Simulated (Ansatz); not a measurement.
# Ti: the crystal squeezed far

An exercise on one series of results from a longer session: the logs are not shown, and one member is left open.

Method: DFT, PBEsol, PAW with Ansatz's default frozen-core files, scalar-relativistic, in Ansatz 0.2.0.

1 further run of the same task is left out (it didn't finish).

**The system as given**

It takes space group Pm-3m (No. 221, cubic). Conventional cell: a = 2.624 Å, b = 2.624 Å, c = 2.624 Å, α = 90.00°, β = 90.00°, γ = 90.00°. Ti (site symmetry m-3m) is surrounded by 6 Ti at 2.62 Å.

As a file:

```xyz
1
Lattice="2.6242 0.0000 0.0000 0.0000 2.6242 0.0000 0.0000 0.0000 2.6242" Properties=species:S:1:pos:R:3 pbc="T T T"
Ti    0.0000    0.0000    0.0000
```

Whether this phase is the stable one at these pressures isn't tested.

The first run:

Contents of input.yaml:

```yaml
crystal:
  lattice:
    - [2.624213642, 0.0, 0.0]
    - [0.0, 2.624213642, 0.0]
    - [0.0, 0.0, 2.624213642]
  atoms:
    - { symbol: Ti, position: [0.0, 0.0, 0.0] }
kpoints:
  mp_grid: { grid: [14, 14, 14] }
scf:
  occupations: { method: fermi_dirac, width: 0.08 }
hamiltonian:
  xc: pbesol
  pseudopotentials: { kind: paw }
output:
  forces: true
  stress: true
relax:
  f_tol: 0.005
  max_steps: 40
  cell: {}
```

Started as:

```sh
> ansatz run input.yaml --threads 1 --pin off --max-ram 2048MiB --backend cpu --events-out ev --progress --plain --runs-dir out
```

Among the steps run: Cell relaxed at zero pressure, PAW; Volume scaled by 1, PAW; Volume scaled by 0.92, PAW; Volume scaled by 0.84, PAW; Volume scaled by 0.76, PAW; Volume scaled by 0.68, PAW; Volume scaled by 0.6, PAW; Volume scaled by 0.52, PAW; Volume scaled by 0.45, PAW; Volume scaled by 0.45, PAW (cutoff 250 eV).

One of the session's tables, all rows but one given; the rest of the session is left out.

```
             method  volume over the first  volume (Å³/atom)  pressure (GPa)
                PAW                      1            17.491            0.01
                PAW                   0.92            16.092            8.19
                PAW                   0.84            14.693           19.99
                PAW                   0.76            13.293           37.35
                PAW                   0.68            11.894           62.96
                PAW                    0.6                 ?               ?
                PAW                   0.52             9.095          175.42
                PAW                   0.45             7.871          289.21
PAW (cutoff 250 eV)                   0.45             7.871          276.71
```

Q: Estimate the row for PAW, 0.6 from the others.

As computed: volume (Å³/atom): 10.495; pressure (GPa): 103.34. In the column «volume (Å³/atom)» it lies between PAW, 0.52 (9.095) and PAW, 0.68 (11.894).

Limits of these values: Warnings in the runs' records: cutoff below recommended.
